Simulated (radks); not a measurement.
# Taking charge from the 5s level of Sn in fractions

What happens to E and to the 5s eigenvalue of Sn when a fraction of an electron is removed? The exact functional would give straight lines between whole numbers for a frontier level.

Method: scalar-relativistic Kohn-Sham, PBE, spin-polarised, spherical densities, finite nucleus; open shells are filled with parallel spins first. Code: radks (a radial shooting solver on a logarithmic mesh, Libxc functionals) version 1.

## Step 1: The atom as given

| Property | Result |
| --- | --- |
| element | tin (Z = 50) |
| charge | 0 |
| electrons | 50 |
| configuration | [Kr] 4d10 5s(up 1, down 1) 5p2 |
| nuclear rms radius | 4.6519 fm |

A shell typed twice in an input gives spin up, then spin down.

## Step 2: Start: [Kr] 4d10 5s(up 1, down 1) 5p2

Input:

```text
Z 50
configuration [Kr] 4d10 5s1 5s1 5p2
relativity scalar-relativistic
functional pbe,pbe
spin polarised
nucleus finite rms 4.6519 fm
c 137.035999084
```

## Step 3: 0.25 electron removed from 5s

Input:

```text
Z 50
configuration [Kr] 4d10 5s1 5s0.75 5p2
relativity scalar-relativistic
functional pbe,pbe
spin polarised
nucleus finite rms 4.6519 fm
c 137.035999084
```

## Step 4: 0.5 electron removed from 5s

Input:

```text
Z 50
configuration [Kr] 4d10 5s1 5s0.5 5p2
relativity scalar-relativistic
functional pbe,pbe
spin polarised
nucleus finite rms 4.6519 fm
c 137.035999084
```

## Step 5: 0.75 electron removed from 5s

Input:

```text
Z 50
configuration [Kr] 4d10 5s1 5s0.25 5p2
relativity scalar-relativistic
functional pbe,pbe
spin polarised
nucleus finite rms 4.6519 fm
c 137.035999084
```

## Step 6: 1 electron removed from 5s

Input:

```text
Z 50
configuration [Kr] 4d10 5s1 5s0 5p2
relativity scalar-relativistic
functional pbe,pbe
spin polarised
nucleus finite rms 4.6519 fm
c 137.035999084
```

**Question.** What will these runs give? Wanted: for each run, removed; E − E(0); eigenvalue; E minus straight line.

The runs gave:

| removed (e) | E − E(0) (eV) | eigenvalue (eV) | E minus straight line (eV) |
| --- | --- | --- | --- |
| 0 | 0.000 | -9.777 | 0.000 |
| 0.25 | 2.661 | -11.532 | -0.695 |
| 0.5 | 5.772 | -13.375 | -0.939 |
| 0.75 | 9.355 | -15.301 | -0.713 |
| 1 | 13.423 | -17.218 | 0.000 |

**Reading.** Removing the whole electron costs 13.423 eV, against 9.777 eV from minus the starting eigenvalue. Slater's transition state, half an electron removed, gives 13.375 eV. The trapezoid integral of minus the eigenvalue gives 13.427 eV over the range, against 13.423 eV from the energies (Janak's theorem; approximate here, since the scalar-relativistic density holds large components alone). The eigenvalue moves by 7.44 eV per electron. E bends below the straight line by 0.94 eV at 0.5 electron removed.
